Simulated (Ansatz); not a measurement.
# ScAl3 (Pm-3m): equation of state with a fit from a Python script

Wanted for ScAl3 (Pm-3m): an equation of state with a fit.

Program: Ansatz 0.2.0, driven from Python. Level of theory: DFT PBE, plane waves, PAW. These are calculated values, not measurements.

**1. Starting point**

It takes space group Pm-3m (No. 221, cubic). The conventional cell has a = 4.088 Å, b = 4.088 Å, c = 4.088 Å, α = 90.00°, β = 90.00°, γ = 90.00°. Sc (site symmetry m-3m) has 12 Al at 2.89 Å as nearest neighbours. Around Al (site symmetry 4/mmm) lie 4 Sc at 2.89 Å and 8 Al at 2.89 Å.

The script holds or builds the structure itself.

**2. The script**

Contents of run_eos.py:

```python
# -*- coding: utf-8 -*-
'''Bulk modulus of ScAl3 from an E(V) curve.'''

import ansatz as az
import numpy as np
from scipy.optimize import curve_fit

VECTORS = np.array([
    [4.08780657, 0.0, 0.0],
    [0.0, 4.08780657, 0.0],
    [0.0, 0.0, 4.08780657],
])
SITES = [
    ('Sc', [0.0, 0.0, 0.0]),
    ('Al', [0.5, 0.0, 0.5]),
    ('Al', [0.0, 0.5, 0.5]),
    ('Al', [0.5, 0.5, 0.0]),
]


def on_lattice(cell):
    crystal = az.Crystal(lattice=az.Lattice.of(cell))
    for symbol, position in SITES:
        crystal = crystal.atom(symbol, position)
    return crystal

def vinet(v, e0, v0, b0, b1):
    eta = (v / v0) ** (1 / 3)
    return e0 + 2 * b0 * v0 / (b1 - 1) ** 2 * (2 - (5 + 3 * b1 * (eta - 1) - 3 * eta) * np.exp(-1.5 * (b1 - 1) * (eta - 1)))


def main():
    # scale the volume, keep shape and fractions
    volumes, energies = [], []
    for scale in np.linspace(0.9, 1.1, 9):
        cell = VECTORS * scale ** (1 / 3)
        setup = (
            on_lattice(cell).calculation()
            .functional(az.Functional.PBE)
            .occupations('Fermi-Dirac', width=100 * az.meV)
            .scf(tolerance=1e-08)
            .pseudopotentials('paw')
            .basis(500)
            .kpoints(6, 6, 6)
        )
        rep = setup.run(threads=1, pin='off').report
        volumes.append(abs(np.linalg.det(cell)) / len(SITES))
        energies.append(rep['free_energy_ev'] / len(SITES))
        print(f'V = {volumes[-1]:8.4f} A^3/atom  F = {energies[-1]:.5f} eV/atom')

    guess = (min(energies), volumes[int(np.argmin(energies))], 0.5, 4.5)
    (e0, v0, b0, b1), _ = curve_fit(vinet, np.array(volumes), np.array(energies), p0=guess, maxfev=20000)
    print(f'Vinet fit: V0 = {v0:.4f} A^3/atom, B0 = {160.21766 * b0:.1f} GPa, B1 = {b1:.2f}')
    print('largest residual', round(1000 * float(np.abs(vinet(np.array(volumes), e0, v0, b0, b1) - energies).max()), 3), 'meV/atom')


if __name__ == '__main__':
    main()
```

**3. The run**

Launch:

```sh
$ python run_eos.py
```

**Question.** Estimate the equilibrium volume and the bulk modulus.

The runs gave:

```
                      quantity           value
                 runs compared               9
               range of energy  70.83 meV/atom
lowest point, volume (Å³/atom)          17.504
      equilibrium volume (fit)   17.31 Å³/atom
            bulk modulus (fit)          85 GPa
```

A third-order Birch-Murnaghan fit through the 9 points (the script's own form differs a little) has its minimum at 17.31 Å³ an atom, 1.4 % above the typed cell, with a bulk modulus of 85 GPa and dB/dP = 4.2. From that minimum the energy rises by 71.4 meV an atom on the compressed side and 28.9 meV on the expanded side. Notes:
- The mesh is modest for a metal, so energies can be off by several to tens of meV an atom and pressures by half a GPa or more; differences at equal mesh fare better.
- The structure comes from a database of computed cells and needn't be a stable or known phase.
